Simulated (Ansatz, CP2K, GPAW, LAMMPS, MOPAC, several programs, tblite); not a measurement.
# Many methods on one cell: BN (4H polytype)

BN in the 4H polytype structure, relaxed with r2SCAN in Ansatz, was computed with several methods. Space group P6_3mc (No. 186), hexagonal; a = 2.548 Å, c = 8.375 Å in the conventional setting, 5.89 Å³ an atom. B is surrounded by 4 N at 1.56 Å; B is surrounded by 4 N at 1.56–1.58 Å; N is surrounded by 4 B at 1.56 Å; N is surrounded by 4 B at 1.56–1.58 Å. The calculation is spin-unpolarised, and the structure need not be a phase that has been made.

```cif
data_structure
_symmetry_space_group_name_H-M 'P6_3mc'
_symmetry_Int_Tables_number 186
_cell_length_a 2.5480
_cell_length_b 2.5480
_cell_length_c 8.3754
_cell_angle_alpha 90.000
_cell_angle_beta 90.000
_cell_angle_gamma 120.000
_cell_volume 47.09
loop_
_atom_site_label
_atom_site_type_symbol
_atom_site_symmetry_multiplicity
_atom_site_Wyckoff_symbol
_atom_site_fract_x
_atom_site_fract_y
_atom_site_fract_z
_atom_site_occupancy
B1 B 2 a 0.00000 0.00000 0.00039 1
B2 B 2 b 0.33333 0.66667 0.24969 1
N1 N 2 a 0.00000 0.00000 0.18699 1
N2 N 2 b 0.33333 0.66667 0.43793 1
```

Gaps and times are for a single point on this cell; volume and bulk modulus come from each method's own relaxation or energy curve at fixed shape, which is too stiff where a cell has free coordinates or axes. Times are rough, from shared hosts (Arm Neoverse V2), and each method has its own mesh and cell size. A double dagger marks a value from a curve with shape and coordinates held. PM6 (MOPAC), PM7 (MOPAC), GFN1-xTB (tblite), GFN2-xTB (tblite) treat a cluster of cells at its zone centre, which samples few k points: where these miss a band edge, the gap comes out too large for that reason alone. Gaps from k meshes are read at a limited set of points (mesh, symmetry points, PBE's band edges), so each method's own least gap may be somewhat smaller. Force fields have no electrons; where one was fitted to this phase, its volume and modulus reflect the fit. xTB and the PM methods were fitted mostly to molecules, and can miss a solid's gap by electronvolts. Minimal bases can be far off for gaps. GLLB-SC's gap includes the derivative discontinuity. d marks a direct gap, i an indirect one (no mark: not told apart), a dash a value that wasn't computed or didn't pass its checks.

| method | kind | gap (eV) | own volume (Å³/atom) | bulk modulus (GPa) | atoms computed | processor time |
| --- | --- | --- | --- | --- | --- | --- |
| BN.extep (LAMMPS) | force field | – | 5.63 | 402‡ | 8 | 0.11 s |
| BNC.tersoff (LAMMPS) | force field | – | 5.33 | 466‡ | 8 | 0.12 s |
| non-self-consistent DFTB (CP2K) | tight binding | 9.50 d | – | – | 8 | 0.82 s |
| light PBE (260 eV and a coarse mesh) | light plane-wave | 5.51 i | – | – | 8 | 1.2 s |
| GFN1-xTB (tblite) | tight binding | 9.75 | 5.90‡ | 389‡ | 128 | 3.4 s |
| PBE | semilocal | 5.53 i | 5.96 | 371‡ | 8 | 6.1 s |
| PM7 (MOPAC) | semi-empirical | 8.47 | 6.40‡ | 516‡ | 128 | 7.5 s |
| PM6 (MOPAC) | semi-empirical | 8.75 | – | – | 128 | 13 s |
| r2SCAN | semilocal | 6.08 i | 5.89 | 392‡ | 8 | 14 s |
| GFN2-xTB (tblite) | tight binding | 6.99 | 6.06‡ | 358‡ | 128 | 19 s |
| PBE/SZV (CP2K) | small basis | 9.28 i | 6.20‡ | 365‡ | 8 | 22 s |
| GLLB-SC (GPAW) | model potential | 7.25 | – | – | 8 | 29 s |
| PBE/DZVP (CP2K) | small basis | 5.59 i | 5.98‡ | 366‡ | 8 | 70 s |

Against r2SCAN (6.08 eV) and with closed or daggered gaps left aside, the nearest gap at the points sampled is that of PBE/DZVP (CP2K) (-0.49 eV) and the farthest that of GFN1-xTB (tblite) (+3.67 eV). r2SCAN is only a yardstick of convenience: semilocal gaps usually lie below measured ones, which GLLB-SC and hybrids aim to mend.

Volumes against r2SCAN's: BN.extep (LAMMPS) -4.4 %, BNC.tersoff (LAMMPS) -9.4 %, PBE +1.2 %.

Relaxed on its own, the cell leaves this structure with non-self-consistent DFTB (CP2K), so no volume is listed.
